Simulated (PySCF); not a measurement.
# Bi₂Se: singlet, from a bent start

Where does singlet Bi₂Se go from a bent start, is the end point a minimum, and what are its modes, charges and moments?

Program: PySCF 2.14.0. Level of theory: PBE0, basis Se def2-TZVP, Bi def2-TZVP with ECP60, scalar-relativistic core potentials, no spin–orbit coupling, density fitting. These are calculated values, not measurements.

## (1) Starting geometry

3 atoms, charge 0, spin multiplicity 1.

Bond lengths: Se1–Bi2 2.670 Å, Se1–Bi3 2.670 Å. Angles: Bi2–Se1–Bi3 110.0°.

```xyz
3
charge 0 multiplicity 1
Se    0.0000    0.0000   -1.2856
Bi    2.1871    0.0000    0.2458
Bi   -2.1871    0.0000    0.2458
```

## (2) Relaxation: bent start, singlet

One driver script runs all steps and calls PySCF; scf.py shows how it sets up the SCF of each step. The optimiser is the driver's own. Before each start the driver seeks the lowest SCF state from one or more starting densities and follows internal instabilities, so scf.py alone need not reach the same state.

The program finds C2v symmetry in the start, which this walk keeps. The walk stops when the largest gradient is under 0.0003 Eh/bohr and the energy has settled too.

File scf.py:

```python
from pyscf import gto, scf, dft
mol = gto.M(atom='''
Se     0.000000     0.000000    -1.285588
Bi     2.187100    -0.000000     0.245812
Bi    -2.187100     0.000000     0.245812''',
    basis={'Se': 'def2-TZVP', 'Bi': 'def2-TZVP'},
    ecp={'Bi': 'def2-TZVP'},
    charge=0, spin=0)
mf = dft.RKS(mol, xc='PBE0')
mf.grids.atom_grid = (50, 194)
aux = {'Se': 'def2-universal-JKFIT', 'Bi': 'def2-universal-JKFIT'}
mf = mf.density_fit(auxbasis=aux)
mf.kernel()
```

The optimiser's trace:

| step | energy (Eh) | change (kJ/mol) | largest symmetric gradient (Eh/bohr) |
| --- | --- | --- | --- |
| 0 | -2830.545710 | 0.00 | 0.03133 |
| 1 | -2830.559098 | -35.15 | 0.02481 |
| 2 | -2830.579976 | -89.97 | 0.01475 |
| 3 | -2830.587403 | -109.47 | 0.01253 |
| 4 | -2830.588451 | -112.22 | 0.00436 |
| 5 | -2830.588769 | -113.05 | 0.00086 |
| 6 | -2830.588770 | -113.06 | 0.00012 |

The walk needed 28 s of wall time on 4 threads, shared host.

End point (C2v, 6 steps, 113.1 kJ/mol gained): Bi–Bi 3.203 Å, Se–Bi 2.557 Å (×2); Bi–Bi–Se 51.2° (×2), Bi–Se–Bi 77.6°.

## (3) Frequencies

The point is checked on the finer grid, and tightened if its gradient asks for it. The Hessian and the dipole derivatives come from central differences of analytic gradients, with steps of 0.01 bohr.

scf.py: that of step 2 with these lines changed.

```diff
@@ -3,3 +3,3 @@
-Se     0.000000     0.000000    -1.285588
-Bi     2.187100    -0.000000     0.245812
-Bi    -2.187100     0.000000     0.245812''',
+Se     0.000000    -0.000000    -1.672186
+Bi     1.602848    -0.000000     0.319461
+Bi    -1.602848     0.000000     0.319461''',
@@ -10 +10 @@
-mf.grids.atom_grid = (50, 194)
+mf.grids.atom_grid = (75, 302)
```

The driver hands on the density of the step before, so the log starts near convergence.

SCF at the final geometry:

```text
init E= -2830.58875338747
  HOMO = -0.168018396576071  LUMO = -0.133940339298126  gap/eV = 0.92731
cycle= 1 E= -2830.58875338524  delta_E= 2.23e-09  |g|= 7.46e-05  |ddm|= 0.000143
  HOMO = -0.168020028970667  LUMO = -0.13393846890761  gap/eV = 0.92741
cycle= 2 E= -2830.58875329299  delta_E= 9.22e-08  |g|= 0.00045  |ddm|= 0.000935
  HOMO = -0.168019358631979  LUMO = -0.133939055611606  gap/eV = 0.92737
cycle= 3 E= -2830.58875338617  delta_E= -9.32e-08  |g|= 6.31e-05  |ddm|= 0.00088
  HOMO = -0.168018663423086  LUMO = -0.133939710307203  gap/eV = 0.92734
cycle= 4 E= -2830.58875338758  delta_E= -1.41e-09  |g|= 1.79e-06  |ddm|= 8.62e-05
  HOMO = -0.168018758586681  LUMO = -0.133939747781393  gap/eV = 0.92734
cycle= 5 E= -2830.58875338758  delta_E=    0  |g|= 1.31e-07  |ddm|= 2.01e-06
  HOMO = -0.168018755903754  LUMO = -0.133939744176427  gap/eV = 0.92734
Extra cycle  E= -2830.58875338757  delta_E= 8.19e-12  |g|= 1.69e-07  |ddm|= 2.12e-07
converged SCF energy = -2830.58875338757
```

The whole step took 51 s.

Geometry: C2v; Bi–Bi 3.206 Å, Se–Bi 2.557 Å (×2); Bi–Bi–Se 51.2° (×2), Bi–Se–Bi 77.7°.

Modes, for the most abundant isotopes:

```json
{"symmetry": "a1", "ω (cm⁻¹)": "102", "IR (km/mol)": "0.1"}
{"symmetry": "b2", "ω (cm⁻¹)": "186", "IR (km/mol)": "18.0"}
{"symmetry": "a1", "ω (cm⁻¹)": "253", "IR (km/mol)": "5.1"}
```

Every mode is real; the point is a minimum.

Properties at this point:

```yaml
Dipole_moment: 1.12 D
Highest_occupied_level: -4.57 eV
Lowest_empty_level: -3.64 eV
Rotational_constants: 0.06335, 0.0157, 0.01258 cm⁻¹
Zero-point_energy: 3.2 kJ/mol
Principal_polarisabilities: 81.2, 109.7, 221.5 bohr³
Atomisation_energy_without_zero-point_energy: 390 kJ/mol
Principal_traceless_quadrupole_moments_about_the_centre_of_mass: -6.34, 0.06, 6.28 D Å
Entropy_at_298.15_K_and_1_bar: 342.1 J/(mol K)
Heat_capacity_Cp_at_298.15_K: 56.5 J/(mol K)
Enthalpy_at_298.15_K_above_0_K: 14.63 kJ/mol
Rotational_symmetry_number: 2
```

Charges (e) and bond orders:

```
 atom  Mulliken  Löwdin  polar tensor  Mayer order to Se1
  Se1     -0.27   -0.01          0.09                   –
Bi2,3      0.13    0.01         -0.05                1.31
```

Outer orbital energies (eV). occupied: -19.92, -15.60, -15.38, -8.74, -8.46, -8.13, -6.17, -4.57; empty: -3.64, -2.25, -1.22, -1.05.

Mulliken populations on Se1: s 7.95, p 16.19, d 10.12, f 0.01.

## (4) Results

```
                                 quantity                                                                   value
                                  minimum                                                            singlet, C2v
                                 geometry  Bi–Bi 3.206 Å, Se–Bi 2.557 Å (×2); Bi–Bi–Se 51.2° (×2), Bi–Se–Bi 77.7°
                       wavenumbers (cm⁻¹)                                            102 (a1), 186 (b2), 253 (a1)
                            dipole moment                                                                  1.12 D
     highest occupied, lowest empty level                                                         -4.57, -3.64 eV
               polar-tensor charge of Se1                                                                 +0.09 e
                        zero-point energy                                                              3.2 kJ/mol
                      entropy at 298.15 K                                                         342.1 J/(mol K)
atomisation energy (no zero-point energy)                                                              390 kJ/mol
```

**Reading.** The bent start keeps its C2v symmetry and ends in a minimum. The strongest infrared band lies at 186 cm⁻¹ (b2). Other starts or spin states, not run here, may lie lower. The small gap makes a closed-shell description doubtful. Spin–orbit coupling, left out here, can matter for elements this heavy.

The search up to here took 80 s.
